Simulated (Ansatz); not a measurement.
Runs of Ansatz 0.2.0 on Ba2Tl5V3O12. The typed cell holds 22 atoms: a = 6.061 Å, b = 6.112 Å, c = 14.126 Å, α = 95.24°, β = 99.31°, γ = 113.97°. The cell was built by a generator and needn't be a form met in nature.

```tsv
potentials or basis	cutoff (eV)	gap on the mesh (eV)	pressure (GPa)	moment (μB)	largest force (eV/Å)
Ansatz NC	1240	3.03	(a)	0.00	0.03
PseudoDojo standard (PBE files)	1143	3.03	-0.2	0.00	0.05
Ansatz PAW earlier set	930	3.03	0.0	0.00	0.01
SPMS NC	1034	3.03	0.0	0.00	0.03
```

Alike in all rows: task single point; level PBE; spin collinear, ferromagnetic start; cell as given; k mesh 5 × 5 × 2; smearing fermi-dirac 0.05 eV.

Task: Estimate the missing entries.

Result: (a) 0.1.

Caveats: odd divisions of the mesh miss points on the zone boundary, where band edges often lie, so the gap on the mesh can be too wide; spin-orbit coupling is left out, which as a rule narrows the gap of such compounds by several tenths of an eV.

A k mesh can miss the band edges, and the runs leave out spin-orbit coupling on Ba, Tl.

Not every run made on this cell is shown here.
